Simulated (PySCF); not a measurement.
# [HfSF]+: other functionals and bases at one geometry

The task here is to estimate one member of a computed series from the others.

Program: PySCF 2.14.0. Level of theory: several levels, as the steps say, no spin–orbit coupling. These are calculated values, not measurements.

1 further run of the same task is left out (for a known fault of the program).

## Starting geometry

3 atoms, charge 1, spin multiplicity 1.

Bond lengths: Hf1–S2 2.159 Å, Hf1–F3 1.860 Å. Angles: S2–Hf1–F3 104.6°.

Geometry (Å):

```xyz
3
FHfS
Hf   -0.14704    0.00000   -0.45588
S     1.59787    0.00000    0.81478
F    -1.58520    0.00000    0.72399
```

Formal oxidation states: Hf +4. An earlier session relaxed this geometry at PBE0, Hf def2-SVP with ECP60, S def2-SVP, F def2-SVP (singlet, point group Cs).

At PBE0 on the finer grid: E = -545.385322 Eh, HOMO -13.05 eV, LUMO -9.37 eV, Mulliken charge on Hf1 +1.28 e, largest force component 0.016 eV/Å. 

Levels to run: B3LYP; revPBE; PBE0, TZVP. Hardware: 2 threads of Arm Neoverse V1, shared host.

Set-up of the first run:

run.py (the lines that set the calculation) reads:

```python
mol = gto.M(atom='''
Hf    -0.14704     0.00000    -0.45588
S      1.59787     0.00000     0.81478
F     -1.58520     0.00000     0.72399''',
    basis={'Hf': 'def2-SVP', 'S': 'def2-SVP', 'F': 'def2-SVP'},
    ecp={'Hf': 'def2-SVP'},
    charge=1, spin=0)
mf = dft.RKS(mol, xc='B3LYP')
mf.grids.atom_grid = (75, 302)
mf = mf.density_fit()  # fitting sets: Hf def2-universal-JKFIT, S def2-universal-JKFIT, F def2-universal-JKFIT
mf.conv_tol = 1e-08; mf.max_cycle = 55
mf.kernel(dm0)  # dm0: the density of the relaxed state
```

Started as:

```sh
$ OMP_NUM_THREADS=2 python run.py
```

Among the steps run: B3LYP; revPBE; PBE0, TZVP.

One of the session's tables, all rows but one given; the rest of the session is left out.

| level | HOMO (eV) | gap (eV) | charge on Hf1 (e) | dipole (D) | largest force component (eV/Å) |
| --- | --- | --- | --- | --- | --- |
| PBE0 (relaxed here) | -13.05 | 3.67 | 1.28 | 5.76 | 0.02 |
| B3LYP | ? | ? | ? | ? | ? |
| revPBE | -11.88 | 1.79 | 1.18 | 5.19 | 0.88 |
| PBE0, TZVP | -12.98 | 3.66 | 1.45 | 5.62 | 0.49 |

Q: Estimate the row for B3LYP from the others.

As computed: HOMO (eV): -12.79; gap (eV): 3.03; charge on Hf1 (e): 1.24; dipole (D): 5.52; largest force component (eV/Å): 0.50. In the column «HOMO (eV)» it lies between PBE0, TZVP (-12.98) and revPBE (-11.88).

The dipole of a charged species depends on the origin, so these sizes hold for this origin alone.

In one basis the HOMO–LUMO gap runs from 1.79 eV (revPBE) to 3.67 eV (PBE0). The largest leftover force, 0.88 eV/Å with revPBE, stands at a geometry relaxed at another level. Total energies of different levels can't be compared.
